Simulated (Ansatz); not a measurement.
**C3H6BrF: up Jacob's ladder to CCSD(T)**

An exercise on one series of results from a longer session: the logs are not shown, and one member is left open.

Method: functionals in def2-TZVPP, the program's frozen cores in correlated methods; program: Ansatz 0.2.0, Gaussian basis.

Plan: LDA (SPW92), PBE-D4, revPBE-D4, BLYP-D4, r2SCAN-D4, B97M-V, PBE0-D4, B3LYP-D4, r2SCANh-D4, r2SCAN0-D4, HSE06-D4, BHLYP-D4, CAM-B3LYP-D4, LC-ωPBE, ωB97X-V, ωB97M-V, B2PLYP, PBE-QIDH; CCSD(T)/def2-SVP; CCSD(T)/def2-TZVPP; MP2/def2-QZVPP; extrapolation to the limit; RPA on PBE.

## The relaxed structure

An earlier PBE0-D4 in a triple-zeta def2 set relaxation fixed the geometry.

SMILES `CC(F)CBr`, 11 atoms, charge 0, spin multiplicity 1.

Atoms are counted from 1 here; the program's logs count them from 0.

Bond lengths: C1–C2 1.511 Å, C1–H6 1.092 Å, C1–H7 1.091 Å, C1–H8 1.092 Å, C2–F3 1.385 Å, C2–C4 1.507 Å, C2–H9 1.095 Å, C4–Br5 1.938 Å, C4–H10 1.088 Å, C4–H11 1.089 Å. Angles: C2–C1–H6 110.6°, C2–C1–H7 109.7°, C2–C1–H8 110.7°, H6–C1–H7 108.4°, H6–C1–H8 108.8°, H7–C1–H8 108.5°, C1–C2–F3 108.6°, C1–C2–C4 111.5°, C1–C2–H9 110.8°, F3–C2–C4 109.0°, F3–C2–H9 106.9°, C4–C2–H9 110.0°, C2–C4–Br5 112.4°, C2–C4–H10 110.6°, C2–C4–H11 110.7°, Br5–C4–H10 106.4°, Br5–C4–H11 106.6°, H10–C4–H11 109.8°.

The first run:

Input file in.yaml:

```yaml
crystal:
  periodic: [false, false, false]
  atoms:
    - {symbol: C, position_ang: [-0.808133, -0.435131, 0.986342]}
    - {symbol: C, position_ang: [0.233910, 0.415112, 0.298041]}
    - {symbol: F, position_ang: [1.431288, 0.288426, 0.982622]}
    - {symbol: C, position_ang: [0.439651, -0.013692, -1.131577]}
    - {symbol: Br, position_ang: [1.648590, 1.160309, -2.089202]}
    - {symbol: H, position_ang: [-1.785534, -0.299709, 0.518946]}
    - {symbol: H, position_ang: [-0.884834, -0.145430, 2.035103]}
    - {symbol: H, position_ang: [-0.538308, -1.492417, 0.937528]}
    - {symbol: H, position_ang: [-0.042494, 1.473920, 0.334666]}
    - {symbol: H, position_ang: [-0.502489, 0.003327, -1.676315]}
    - {symbol: H, position_ang: [0.873652, -1.011514, -1.175553]}
basis:
  gaussian: {orbitals: def2-TZVPP}
hamiltonian: {xc: lda}
output: {orbitals: {seedname: orbitals}}
```

Started as:

```
$ ansatz run in.yaml --threads 4 --pin off --events-out ev --progress --plain --max-ram 10444MiB
```

Among the steps run: LDA; PBE-D4 (GGA); revPBE-D4 (GGA); BLYP-D4 (GGA); r2SCAN-D4 (meta-GGA); B97M-V (meta-GGA); B3LYP-D4 (hybrid); r2SCANh-D4 (hybrid); r2SCAN0-D4 (hybrid); HSE06-D4 (hybrid); BHLYP-D4 (hybrid); CAM-B3LYP-D4 (range-separated); LC-ωPBE (range-separated); ωB97X-V (range-separated); ωB97M-V (range-separated); B2PLYP (double hybrid); PBE-QIDH (double hybrid).

One of the session's tables, all rows but one given; the rest of the session is left out.

It belongs to the step «Frontier levels by functional». 

| functional | HOMO (eV) | gap (eV) |
| --- | --- | --- |
| LDA (SPW92) | -6.80 | 5.54 |
| PBE-D4 | -6.65 | 5.62 |
| revPBE-D4 | ? | ? |
| BLYP-D4 | -6.49 | 5.55 |
| r2SCAN-D4 | -6.96 | 6.21 |
| B97M-V | -7.07 | 6.34 |
| PBE0-D4 | -7.97 | 7.95 |
| B3LYP-D4 | -7.71 | 7.40 |
| r2SCANh-D4 | -7.45 | 7.06 |
| r2SCAN0-D4 | -8.17 | 8.33 |
| HSE06-D4 | -7.56 | 7.17 |
| BHLYP-D4 | -9.13 | 10.09 |
| CAM-B3LYP-D4 | -9.33 | 10.37 |
| LC-ωPBE | -10.76 | 13.08 |
| ωB97X-V | -10.38 | 12.54 |
| ωB97M-V | -10.25 | 12.17 |

**Question.** Estimate the row for revPBE-D4.

As computed: HOMO (eV): -6.60; gap (eV): 5.66. In the column «HOMO (eV)» it lies between PBE-D4 (-6.65) and BLYP-D4 (-6.49).
